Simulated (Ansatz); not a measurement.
# CH8N2OSi: one species, many methods

Aim: compute CH8N2OSi with functionals from several rungs and with coupled cluster, and see how far each lands from CCSD(T) at the basis-set limit for the atomisation energy.

Method: functionals in def2-TZVPP, the program's frozen cores in correlated methods; program: Ansatz 0.2.0, Gaussian basis.

The runs, in order: PBE-D4, r2SCAN-D4, PBE0-D4, B3LYP-D4, ωB97X-V, ωB97M-V, B2PLYP; CCSD(T)/def2-TZVPP; MP2/def2-QZVPP; extrapolation to the limit.

## Step 1: The relaxed structure

An earlier PBE0-D4 in a triple-zeta def2 set relaxation fixed the geometry.

13 atoms, charge 0, spin multiplicity 1.

Atoms are counted from 1 here; the program's logs count them from 0.

Bond lengths: C1–N2 1.443 Å, C1–H6 1.097 Å, C1–H7 1.092 Å, C1–H8 1.095 Å, N2–Si3 1.698 Å, N2–H9 1.007 Å, Si3–N4 1.704 Å, Si3–O5 1.651 Å, Si3–H10 1.493 Å, N4–H11 1.006 Å, N4–H12 1.007 Å, O5–H13 0.957 Å. Angles: N2–C1–H6 113.0°, N2–C1–H7 109.3°, N2–C1–H8 111.6°, H6–C1–H7 107.6°, H6–C1–H8 107.8°, H7–C1–H8 107.3°, C1–N2–Si3 126.7°, C1–N2–H9 114.7°, Si3–N2–H9 117.1°, N2–Si3–N4 108.3°, N2–Si3–O5 101.7°, N2–Si3–H10 118.3°, N4–Si3–O5 118.8°, N4–Si3–H10 103.1°, O5–Si3–H10 107.4°, Si3–N4–H11 121.3°, Si3–N4–H12 122.5°, H11–N4–H12 112.4° and more.

## Step 2: PBE-D4 (GGA)

The input, in.yaml:

```yaml
crystal:
  periodic: [false, false, false]
  atoms:
    - {symbol: C, position_ang: [-1.708939, -0.646255, -0.590109]}
    - {symbol: N, position_ang: [-0.477477, 0.037845, -0.904520]}
    - {symbol: Si, position_ang: [0.671867, 0.620800, 0.201400]}
    - {symbol: N, position_ang: [0.922938, -0.573087, 1.391062]}
    - {symbol: O, position_ang: [1.923998, 1.023640, -0.796934]}
    - {symbol: H, position_ang: [-2.591900, -0.000184, -0.673029]}
    - {symbol: H, position_ang: [-1.664739, -1.014331, 0.436618]}
    - {symbol: H, position_ang: [-1.865042, -1.513332, -1.241026]}
    - {symbol: H, position_ang: [-0.411195, 0.370063, -1.852723]}
    - {symbol: H, position_ang: [0.332259, 1.833562, 1.003605]}
    - {symbol: H, position_ang: [1.168961, -0.326540, 2.334386]}
    - {symbol: H, position_ang: [1.179272, -1.519301, 1.162328]}
    - {symbol: H, position_ang: [2.540297, 1.672323, -0.456158]}
basis:
  gaussian: {orbitals: def2-TZVPP}
hamiltonian: {xc: pbe, dispersion: d4}
output: {forces: true, orbitals: {seedname: orbitals}}
```

Run with:

```sh
$ ansatz run in.yaml --threads 4 --pin off --events-out ev --progress --plain --max-ram 10444MiB
```

After this run come: r2SCAN-D4 (meta-GGA); PBE0-D4 (hybrid); B3LYP-D4 (hybrid); ωB97X-V (range-separated); ωB97M-V (range-separated); B2PLYP (double hybrid); CCSD(T) in def2-TZVPP; MP2 in def2-QZVPP.

Q: Predict the results of all the runs planned. Wanted: atomisation energy, CCSD(T)/CBS; farthest; mean size of error, hybrid; mean size of error, range-separated; gap, smallest and largest; T1 diagnostic; triples share of the correlation energy.

As calculated:

```
                               quantity                                 value
        atomisation energy, CCSD(T)/CBS                             49.880 eV
    functionals within 0.249 eV (0.5 %)            B3LYP-D4, ωB97X-V, ωB97M-V
                               farthest                    B2PLYP (-0.613 eV)
             mean size of error, hybrid                              0.186 eV
    mean size of error, range-separated                              0.101 eV
              gap, smallest and largest  5.48 eV (PBE-D4), 11.98 eV (ωB97X-V)
                          T1 diagnostic                                0.0103
triples share of the correlation energy                                 3.5 %
```

What this shows: PBE-D4 is off by +0.565 eV. Double hybrids carry the basis error of their MP2 part in triple zeta, and no dispersion term here, so their miss is partly the set-up's. The reference freezes the cores and leaves out relativity and excitations past (T), so misses under about 0.249 eV can't be ranked. Hartree-Fock recovers 70 % of the binding; the rest is correlation. Orbital gaps span 5.5 to 12.0 eV; exact exchange widens them.
